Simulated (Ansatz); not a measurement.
What does this script print? It uses the Ansatz DFT code, driven from Python.

`c2h3br.py`:
```python
# -*- coding: utf-8 -*-
import ansatz as az
import numpy as np


def main():
    geometry = (
        az.Crystal.molecule()
        .atom("C", (-0.5175, 0.1617, -0.4558))
        .atom("C", (0.4245, 0.0004, 0.3984))
        .atom("Br", (1.1669, -1.6477, 0.7142))
        .atom("H", (-0.9185, -0.5955, -1.0501))
        .atom("H", (-0.9739, 1.1928, -0.6335))
        .atom("H", (0.8606, 0.8243, 0.9807))
    )

    base = (
        geometry.calculation()
        .basis(gaussian="def2-SVP")
        .functional("pbe0")
        .md("nve", timestep=0.5, steps=20, temperature=800, initial_velocities="maxwell_boltzmann", seed=80)
    )
    frames = []
    base.session().plan().execute(on_event=lambda e: frames.append(e["data"]) if e["event"] == "md_step" else None)
    print("t (fs)   E_pot (eV)      E_kin (eV)   T (K)   d(0-1) (A)")
    for f in frames[::3]:
        xyz = np.array(f["positions_ang"])
        print(f"{f['time_fs']:6.2f} {f['lagrangian_ev']:14.5f} {f['e_kin_ev']:10.5f} {f['temperature_k']:8.1f} {np.linalg.norm(xyz[0] - xyz[1]):9.4f}")
    kept = np.array([f["conserved_ev"] for f in frames])
    print(f"conserved energy moves by at most {1000 * np.ptp(kept):.3f} meV")


if __name__ == "__main__":
    main()
```

`python c2h3br.py` gives:
```text
t (fs)   E_pot (eV)      E_kin (eV)   T (K)   d(0-1) (A)
  0.00   -72147.44842    0.41363    800.0    1.2818
  1.50   -72147.49509    0.45886    887.5    1.2907
  3.00   -72147.30458    0.27276    527.5    1.3093
  4.50   -72147.33044    0.29666    573.8    1.3329
  6.00   -72147.39338    0.35755    691.5    1.3568
  7.50   -72147.22400    0.19062    368.7    1.3761
  9.00   -72147.12297    0.09173    177.4    1.3851
conserved energy moves by at most 5.362 meV
```

Total energies depend on the basis set; only differences at equal settings carry meaning. The trajectory is only some femtoseconds long, so its temperature is not equilibrated; where the script doesn't relax first, it starts from a rough generated geometry. The temperature counts the internal degrees of freedom alone. Wall time of the script: 50 s on 1 thread of Arm Neoverse V2 (shared host), peak memory 0.22 GiB.

(A comment or docstring line of the script was reworded after the run, the code is as it ran; lines on the test bed's own set-up are left out of the output.)
